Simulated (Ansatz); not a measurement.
# Cd3Se under changes of volume

One of the cells (25.356 Å³/atom); the others are scaled copies at fixed shape and fractional positions:

```xyz
4
Lattice="-2.0410 2.0410 6.0871 2.0410 -2.0410 6.0871 2.0410 2.0410 -6.0871" Properties=species:S:1:pos:R:3 pbc="T T T"
Cd    0.0000    0.0000    6.0871
Cd    2.0410    0.0000    3.0435
Cd    0.0000    2.0410    3.0435
Se    0.0000    0.0000    0.0000
```

The cell comes from a database or a generator and needn't be the stable form of this composition.

| Property | Result |
| --- | --- |
| Program | Ansatz 0.2.0 |
| Functional | LDA |
| Potentials or basis | all-electron LAPW, scalar-relativistic |
| Cutoff | 223 eV (chosen from the basis error) |
| Basis error allowed | 0.002 eV/atom |
| k mesh | 9 × 9 × 9 |
| Occupations | fermi-dirac, width 0.05 eV |
| Spin | no spin polarisation |

```csv
volume (Å³/atom),energy over the lowest point (meV/atom),pressure (GPa)
23.834,0.00,-3.6
24.341,?,?
24.849,27.61,-5.0
25.356,44.55,-5.6
25.863,63.19,-6.1
26.370,83.30,-6.6
26.877,104.67,-6.9
```

Task: What does the run at 24.341 Å³/atom give?

Result: Energy over the lowest point 12.65 meV/atom; pressure -4.4 GPa.

Worked out: A Birch-Murnaghan fit of order 3 (a polynomial in V^(-2/3)) to the other rows has no minimum within the range. It gives 12.64 meV/atom at 24.341 Å³/atom, against the run's 12.65, and -dE/dV = -4.4 GPa, against -4.4.

Energies are extrapolated to zero smearing.
